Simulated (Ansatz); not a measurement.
# AlBH₄SSi: a ladder of functionals and wavefunction methods

One table from this session's results is given with a row withheld; the runs are named, their logs left out.

Program: Ansatz 0.2.0, Gaussian basis. Level of theory: functionals in def2-TZVPP, the program's frozen cores in correlated methods. These are calculated values, not measurements.

The runs, in order: LDA (SPW92), PBE-D4, revPBE-D4, BLYP-D4, r2SCAN-D4, B97M-V, PBE0-D4, B3LYP-D4, r2SCANh-D4, r2SCAN0-D4, HSE06-D4, BHLYP-D4, CAM-B3LYP-D4, LC-ωPBE, ωB97X-V, ωB97M-V, B2PLYP, PBE-QIDH; CCSD(T)/def2-SVP; CCSD(T)/def2-TZVPP; MP2/def2-QZVPP; extrapolation to the limit; RPA on PBE.

### Structure used throughout

The geometry comes from an earlier relaxation with PBE0-D4 in a triple-zeta def2 set; it is a stationary point, not always the lowest conformer.

SMILES `[BH2][Al]1[SiH2][S]1`, 8 atoms, charge 0, spin multiplicity 1.

Atoms are counted from 1 here; the program's logs count them from 0.

Bond lengths: B1–Al2 2.099 Å, B1–H5 1.196 Å, B1–H6 1.196 Å, Al2–Si3 2.337 Å, Al2–S4 2.189 Å, Si3–S4 2.181 Å, Si3–H7 1.487 Å, Si3–H8 1.487 Å. Angles: Al2–B1–H5 121.4°, Al2–B1–H6 121.4°, H5–B1–H6 117.2°, B1–Al2–Si3 165.2°, B1–Al2–S4 137.3°, Si3–Al2–S4 57.5°, Al2–Si3–S4 57.8°, Al2–Si3–H7 124.8°, Al2–Si3–H8 124.8°, S4–Si3–H7 112.8°, S4–Si3–H8 112.8°, H7–Si3–H8 109.1°, Al2–S4–Si3 64.7°.

Coordinates:

```xyz
8
charge 0, multiplicity 1
B    -1.10947    2.05297   -0.53493
Al   -0.10957    0.24063   -0.18800
Si    0.86798   -1.65260    0.77282
S     0.89828   -1.29523   -1.37855
H    -2.29173    2.08766   -0.71147
H    -0.52756    3.09763   -0.52547
H     2.22931   -1.69595    1.36851
H     0.13497   -2.89231    1.14129
```

The first run:

File in.yaml:

```yaml
crystal:
  periodic: [false, false, false]
  atoms:
    - {symbol: B, position_ang: [-1.109471, 2.052972, -0.534926]}
    - {symbol: Al, position_ang: [-0.109574, 0.240627, -0.187996]}
    - {symbol: Si, position_ang: [0.867980, -1.652602, 0.772815]}
    - {symbol: S, position_ang: [0.898275, -1.295235, -1.378547]}
    - {symbol: H, position_ang: [-2.291728, 2.087665, -0.711472]}
    - {symbol: H, position_ang: [-0.527561, 3.097631, -0.525468]}
    - {symbol: H, position_ang: [2.229306, -1.695946, 1.368506]}
    - {symbol: H, position_ang: [0.134973, -2.892311, 1.141289]}
basis:
  gaussian: {orbitals: def2-TZVPP}
hamiltonian: {xc: lda}
output: {orbitals: {seedname: orbitals}}
```

Launch:

```
$ ansatz run in.yaml --threads 2 --pin off --events-out ev --progress --plain --max-ram 4352MiB
```

Among the steps run: LDA; PBE-D4 (GGA); revPBE-D4 (GGA); BLYP-D4 (GGA); r2SCAN-D4 (meta-GGA); B97M-V (meta-GGA); PBE0-D4 (hybrid); B3LYP-D4 (hybrid); r2SCANh-D4 (hybrid); r2SCAN0-D4 (hybrid); HSE06-D4 (hybrid); BHLYP-D4 (hybrid); CAM-B3LYP-D4 (range-separated); LC-ωPBE (range-separated); ωB97X-V (range-separated); ωB97M-V (range-separated); B2PLYP (double hybrid); PBE-QIDH (double hybrid).

One table of the session follows, with a row left open; its other results are not shown here.

It belongs to the step «Orbital energies across the functionals». 

| functional | HOMO (eV) | LUMO (eV) | gap (eV) |
| --- | --- | --- | --- |
| LDA (SPW92) | -5.77 | -4.12 | 1.65 |
| PBE-D4 | ? | ? | ? |
| revPBE-D4 | -5.58 | -3.77 | 1.82 |
| BLYP-D4 | -5.45 | -3.67 | 1.78 |
| r2SCAN-D4 | -5.79 | -3.60 | 2.18 |
| B97M-V | -5.78 | -3.71 | 2.06 |
| PBE0-D4 | -6.48 | -3.00 | 3.48 |
| B3LYP-D4 | -6.29 | -3.16 | 3.13 |
| r2SCANh-D4 | -6.10 | -3.30 | 2.80 |
| r2SCAN0-D4 | -6.59 | -2.84 | 3.75 |
| HSE06-D4 | -6.11 | -3.37 | 2.73 |
| BHLYP-D4 | -7.24 | -1.97 | 5.27 |
| CAM-B3LYP-D4 | -7.59 | -1.91 | 5.68 |
| LC-ωPBE | -8.82 | -0.79 | 8.03 |
| ωB97X-V | -8.52 | -0.87 | 7.65 |
| ωB97M-V | -8.32 | -1.12 | 7.21 |

**Question.** Estimate the row for PBE-D4.

As computed: HOMO (eV): -5.64; LUMO (eV): -3.87; gap (eV): 1.77. In the column «HOMO (eV)» it lies between LDA (SPW92) (-5.77) and revPBE-D4 (-5.58).
